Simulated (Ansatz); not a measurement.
# H₆HfN₂O₂: a ladder of functionals and wavefunction methods

The task here is to estimate one member of a computed series from the others.

Program: Ansatz 0.2.0, Gaussian basis. Level of theory: functionals in def2-TZVPP, the program's frozen cores in correlated methods. These are calculated values, not measurements.

Levels to be run: LDA (SPW92), PBE-D4, revPBE-D4, BLYP-D4, r2SCAN-D4, B97M-V, PBE0-D4, B3LYP-D4, r2SCANh-D4, r2SCAN0-D4, HSE06-D4, BHLYP-D4, CAM-B3LYP-D4, LC-ωPBE, ωB97X-V, ωB97M-V, B2PLYP, PBE-QIDH; CCSD(T)/def2-SVP; CCSD(T)/def2-TZVPP; MP2/def2-QZVPP; extrapolation to the limit; RPA on PBE.

### The relaxed structure

All runs share one geometry, relaxed beforehand with PBE0-D4 in a triple-zeta def2 set. Hf takes the def2 core potential; no spin-orbit term is included.

11 atoms, charge 0, spin multiplicity 1.

Atoms are counted from 1 here; the program's logs count them from 0.

Bond lengths: N1–Hf2 2.045 Å, N1–H6 1.010 Å, N1–H7 1.010 Å, Hf2–N3 2.045 Å, Hf2–O4 1.940 Å, Hf2–O5 1.939 Å, N3–H8 1.010 Å, N3–H9 1.010 Å, O4–H10 0.951 Å, O5–H11 0.951 Å. Angles: Hf2–N1–H6 125.3°, Hf2–N1–H7 125.9°, H6–N1–H7 108.8°, N1–Hf2–N3 107.0°, N1–Hf2–O4 114.6°, N1–Hf2–O5 104.4°, N3–Hf2–O4 104.4°, N3–Hf2–O5 114.6°, O4–Hf2–O5 112.0°, Hf2–N3–H8 125.2°, Hf2–N3–H9 126.0°, H8–N3–H9 108.8°, Hf2–O4–H10 153.8°, Hf2–O5–H11 154.2°.

Set-up of the first run:

in.yaml

```yaml
crystal:
  periodic: [false, false, false]
  atoms:
    - {symbol: N, position_ang: [-1.596853, 0.972880, 0.133366]}
    - {symbol: Hf, position_ang: [0.147566, -0.012193, -0.277833]}
    - {symbol: N, position_ang: [0.751939, -0.909009, 1.458054]}
    - {symbol: O, position_ang: [1.629033, 1.140971, -0.765203]}
    - {symbol: O, position_ang: [-0.317266, -1.241965, -1.703601]}
    - {symbol: H, position_ang: [-2.424679, 0.958422, -0.444637]}
    - {symbol: H, position_ang: [-1.768466, 1.564463, 0.933482]}
    - {symbol: H, position_ang: [1.693177, -0.895643, 1.823451]}
    - {symbol: H, position_ang: [0.169288, -1.451872, 2.078897]}
    - {symbol: H, position_ang: [2.009975, 1.953455, -1.081597]}
    - {symbol: H, position_ang: [-0.293714, -2.079518, -2.154368]}
basis:
  gaussian: {orbitals: def2-TZVPP}
hamiltonian: {xc: lda}
output: {orbitals: {seedname: orbitals}}
```

Run with:

```sh
$ ansatz run in.yaml --threads 4 --pin off --events-out ev --progress --plain --max-ram 10444MiB
```

Steps of the session up to this table: LDA; PBE-D4 (GGA); revPBE-D4 (GGA); BLYP-D4 (GGA); r2SCAN-D4 (meta-GGA); B97M-V (meta-GGA); B3LYP-D4 (hybrid); r2SCANh-D4 (hybrid); r2SCAN0-D4 (hybrid); HSE06-D4 (hybrid); BHLYP-D4 (hybrid); CAM-B3LYP-D4 (range-separated); LC-ωPBE (range-separated); ωB97X-V (range-separated); ωB97M-V (range-separated); B2PLYP (double hybrid); PBE-QIDH (double hybrid).

One table of the session follows, with a row left open; its other results are not shown here.

It belongs to the step «Frontier levels by functional». 

| functional | HOMO (eV) | gap (eV) |
| --- | --- | --- |
| LDA (SPW92) | -5.52 | 4.73 |
| PBE-D4 | -5.32 | 4.70 |
| revPBE-D4 | ? | ? |
| BLYP-D4 | -5.20 | 4.56 |
| r2SCAN-D4 | -5.62 | 5.50 |
| B97M-V | -5.67 | 5.10 |
| PBE0-D4 | -6.72 | 6.80 |
| B3LYP-D4 | -6.48 | 6.24 |
| r2SCANh-D4 | -6.14 | 6.26 |
| r2SCAN0-D4 | -6.93 | 7.35 |
| HSE06-D4 | -6.31 | 6.04 |
| BHLYP-D4 | -8.02 | 8.60 |
| CAM-B3LYP-D4 | -8.15 | 8.88 |
| LC-ωPBE | -9.56 | 11.46 |
| ωB97X-V | -9.18 | 10.87 |
| ωB97M-V | -9.08 | 10.31 |

**Question.** Estimate the row for revPBE-D4.

As computed: HOMO (eV): -5.25; gap (eV): 4.71. In the column «HOMO (eV)» it lies between PBE-D4 (-5.32) and BLYP-D4 (-5.20).
